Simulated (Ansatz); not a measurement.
# CH₆S₂Si: up Jacob's ladder to CCSD(T)

The task here is to estimate one member of a computed series from the others.

Computed with Ansatz 0.2.0, Gaussian basis. Level: functionals in def2-TZVPP, the program's frozen cores in correlated methods.

Plan: LDA (SPW92), PBE-D4, revPBE-D4, BLYP-D4, r2SCAN-D4, B97M-V, PBE0-D4, B3LYP-D4, r2SCANh-D4, r2SCAN0-D4, HSE06-D4, BHLYP-D4, CAM-B3LYP-D4, LC-ωPBE, ωB97X-V, ωB97M-V, B2PLYP, PBE-QIDH; CCSD(T)/def2-SVP; CCSD(T)/def2-TZVPP; MP2/def2-QZVPP; extrapolation to the limit; RPA on PBE.

## The relaxed structure

The geometry comes from an earlier relaxation with PBE0-D4 in a triple-zeta def2 set; it is a stationary point, not always the lowest conformer.

10 atoms, charge 0, spin multiplicity 1.

Atoms are counted from 1 here; the program's logs count them from 0.

Bond lengths: Si1–S2 2.138 Å, Si1–H5 1.486 Å, Si1–H6 1.485 Å, Si1–H7 1.482 Å, S2–C3 1.816 Å, C3–S4 1.802 Å, C3–H8 1.090 Å, C3–H9 1.091 Å, S4–H10 1.343 Å. Angles: S2–Si1–H5 109.6°, S2–Si1–H6 104.0°, S2–Si1–H7 113.7°, H5–Si1–H6 110.5°, H5–Si1–H7 109.8°, H6–Si1–H7 109.1°, Si1–S2–C3 100.2°, S2–C3–S4 116.6°, S2–C3–H8 106.0°, S2–C3–H9 109.9°, S4–C3–H8 110.8°, S4–C3–H9 105.2°, H8–C3–H9 108.2°, C3–S4–H10 96.4°.

The first run:

Contents of in.yaml:

```yaml
crystal:
  periodic: [false, false, false]
  atoms:
    - {symbol: Si, position_ang: [-1.136072, 1.120604, -0.428297]}
    - {symbol: S, position_ang: [-0.051185, 0.510372, 1.310450]}
    - {symbol: C, position_ang: [0.610653, -1.079657, 0.736032]}
    - {symbol: S, position_ang: [1.467285, -1.070401, -0.849152]}
    - {symbol: H, position_ang: [-1.882222, -0.038987, -0.981577]}
    - {symbol: H, position_ang: [-2.077394, 2.150816, 0.078665]}
    - {symbol: H, position_ang: [-0.283875, 1.718574, -1.483484]}
    - {symbol: H, position_ang: [1.268393, -1.435440, 1.528488]}
    - {symbol: H, position_ang: [-0.201474, -1.798494, 0.618457]}
    - {symbol: H, position_ang: [2.368989, -0.128587, -0.526682]}
basis:
  gaussian: {orbitals: def2-TZVPP}
hamiltonian: {xc: lda}
output: {orbitals: {seedname: orbitals}}
```

The run is started by

```bash
> ansatz run in.yaml --threads 2 --pin off --events-out ev --progress --plain --max-ram 4352MiB
```

Steps of the session up to this table: LDA; PBE-D4 (GGA); revPBE-D4 (GGA); BLYP-D4 (GGA); r2SCAN-D4 (meta-GGA); B97M-V (meta-GGA); PBE0-D4 (hybrid); B3LYP-D4 (hybrid); r2SCANh-D4 (hybrid); r2SCAN0-D4 (hybrid); HSE06-D4 (hybrid); BHLYP-D4 (hybrid); CAM-B3LYP-D4 (range-separated); LC-ωPBE (range-separated); ωB97X-V (range-separated); ωB97M-V (range-separated); B2PLYP (double hybrid); PBE-QIDH (double hybrid).

One table of the session follows, with a row left open; its other results are not shown here.

It belongs to the step «Orbital energies across the functionals». 

| functional | HOMO (eV) | gap (eV) |
| --- | --- | --- |
| LDA (SPW92) | -5.88 | 4.40 |
| PBE-D4 | -5.77 | 4.47 |
| revPBE-D4 | -5.72 | 4.51 |
| BLYP-D4 | -5.61 | 4.44 |
| r2SCAN-D4 | ? | ? |
| B97M-V | -6.16 | 5.03 |
| PBE0-D4 | -6.96 | 6.60 |
| B3LYP-D4 | -6.72 | 6.14 |
| r2SCANh-D4 | -6.47 | 5.75 |
| r2SCAN0-D4 | -7.13 | 6.92 |
| HSE06-D4 | -6.56 | 5.83 |
| BHLYP-D4 | -8.02 | 8.64 |
| CAM-B3LYP-D4 | -8.26 | 8.99 |
| LC-ωPBE | -9.65 | 11.57 |
| ωB97X-V | -9.30 | 11.06 |
| ωB97M-V | -9.13 | 10.66 |

**Question.** Estimate the row for r2SCAN-D4.

Worked estimate for «HOMO (eV)». Against the share of exact exchange, r2SCANh-D4 (0.1, -6.47), r2SCAN0-D4 (0.25, -7.13) give a slope of -4.40 per unit share; at 0 the line stands at -6.03.

**Answer.** HOMO (eV): -6.03; gap (eV): 4.97. In «HOMO (eV)» the line misses by 0.00.
